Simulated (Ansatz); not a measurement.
# SbOs: pressure up to the limit of the methods

An exercise on one series of results from a longer session: the logs are not shown, and one member is left open.

Computed with Ansatz 0.2.0 (DFT, PBE, PAW with Ansatz's default frozen-core files, scalar-relativistic, unless a step's input says otherwise).

1 further run of the same task is left out (it didn't finish). Runs told in other sessions of the task aren't counted.

### The structure to begin with

It takes space group Pm-3m (No. 221, cubic). Conventional cell: a = 3.184 Å, b = 3.184 Å, c = 3.184 Å, α = 90.00°, β = 90.00°, γ = 90.00°. Os (site symmetry m-3m) is surrounded by 8 Sb at 2.76 Å. Sb (site symmetry m-3m) has 8 Os at 2.76 Å in its first shell of neighbours.

As a file:

```cif
data_structure
_symmetry_space_group_name_H-M 'P 1'
_symmetry_Int_Tables_number 1
_cell_length_a 3.1840
_cell_length_b 3.1840
_cell_length_c 3.1840
_cell_angle_alpha 90.000
_cell_angle_beta 90.000
_cell_angle_gamma 90.000
_cell_volume 32.28
loop_
_atom_site_label
_atom_site_type_symbol
_atom_site_fract_x
_atom_site_fract_y
_atom_site_fract_z
_atom_site_occupancy
Os1 Os 0.00000 0.00000 0.00000 1
Sb1 Sb 0.50000 0.50000 0.50000 1
```

Whether this phase is the stable one at these pressures isn't tested.

Atoms are numbered in the order of the input: Os1, Sb2.

The first run:

Contents of input.yaml:

```yaml
crystal:
  lattice:
    - [3.1839692605, 0.0, 0.0]
    - [0.0, 3.1839692605, 0.0]
    - [0.0, 0.0, 3.1839692605]
  atoms:
    - { symbol: Os, position: [0.0, 0.0, 0.0] }
    - { symbol: Sb, position: [0.5, 0.5, 0.5] }
kpoints:
  mp_grid: { grid: [12, 12, 12] }
scf:
  occupations: { method: fermi_dirac, width: 0.05 }
hamiltonian:
  xc: pbe
  pseudopotentials: { kind: paw }
output:
  forces: true
  stress: true
relax:
  f_tol: 0.005
  max_steps: 40
  cell: {}
```

Launch:

```console
$ ansatz run input.yaml --threads 1 --pin off --max-ram 2048MiB --backend cpu --events-out ev --progress --plain --runs-dir out
```

Among the steps run: Cell relaxed at zero pressure, PAW; Volume scaled by 1, PAW; Volume scaled by 0.92, PAW; Volume scaled by 0.84, PAW; Volume scaled by 0.76, PAW; Volume scaled by 0.68, PAW; Volume scaled by 0.6, PAW; Volume scaled by 0.52, PAW; Volume scaled by 0.45, PAW; Volume scaled by 0.45, PAW (cutoff 250 eV).

One of the session's tables, all rows but one given; the rest of the session is left out.

```
             method  volume over the first  volume (Å³/atom)  pressure (GPa)
                PAW                      1            17.839           -0.03
                PAW                   0.92            16.412           18.72
                PAW                   0.84            14.985           48.72
                PAW                   0.76            13.558           98.28
                PAW                   0.68            12.130          180.26
                PAW                    0.6                 ?               ?
                PAW                   0.52             9.276          570.78
                PAW                   0.45             8.028          964.42
PAW (cutoff 250 eV)                   0.45             8.028          972.78
```

Q: Estimate the row for PAW, 0.6 from the others.

As computed: volume (Å³/atom): 10.703; pressure (GPa): 321.17. In the column «volume (Å³/atom)» it lies between PAW, 0.52 (9.276) and PAW, 0.68 (12.130).

Limits of these values: At pressures up to 973 GPa the PAW spheres may overlap and frozen cores may not hold, so those PAW values are rough without an all-electron check. Warnings in the runs' records: cutoff below recommended.
